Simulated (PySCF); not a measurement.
# C2H10OSi2: the cost of one run

Programs: PySCF 2.14.0, with density-fitted response routines of our own. Each step states its level of theory. These are calculated values for one molecule in the gas phase, unless marked as measured. Atoms count from 0, in the outputs and in this text.

### 1 The molecule as given

15 atoms, charge 0, multiplicity 1; geometry from: GFN2-xTB. The atoms were then displaced at random by about 0.01 Å, so the start is not that level's minimum.

Bonds of the start (Å): O0–Si1 1.64, Si1–C2 1.91, C2–C3 1.49, C3–Si4 1.93, O0–H5 0.92, Si1–H6 1.46, Si1–H7 1.49, C2–H8 1.11, C2–H9 1.07, C3–H10 1.09, C3–H11 1.10, Si4–H12 1.47, Si4–H13 1.46, Si4–H14 1.47.

### 2 Geometry optimisation at PBE0-D3(BJ)/def2-SVP

The job: settings as JSON, then the geometry in Å.

```
{"job": {"xc": "PBE0", "basis": "def2-SVP", "d3": "d3bj", "grid": 1, "shake": 0.01, "kind": "geom"}, "charge": 0, "multiplicity": 1}
O      2.305210    -0.489900     1.060570
Si     2.060580    -0.168030    -0.530740
C      0.290310     0.541690    -0.634380
C     -0.720200    -0.430810    -0.125280
Si    -2.508130     0.288630    -0.214890
H      3.090930    -0.834730     1.386070
H      2.192950    -1.411020    -1.293780
H      3.081360     0.802640    -1.008910
H      0.252300     1.470840    -0.023950
H      0.086810     0.817790    -1.648110
H     -0.712870    -1.354950    -0.701480
H     -0.507730    -0.713000     0.911930
H     -3.507030    -0.681310     0.260180
H     -2.836020     0.659870    -1.583200
H     -2.583810     1.484930     0.633080
```

Command:

```
$ OMP_NUM_THREADS=1 python probes_run.py task.json out
```

One launch serves the whole session: the jobs run in the order shown.

Q: Estimate the wall time and peak memory of this first job on 1 thread of Arm Neoverse V1, shared host.

About 50 s, with a peak of 0.5 GiB.
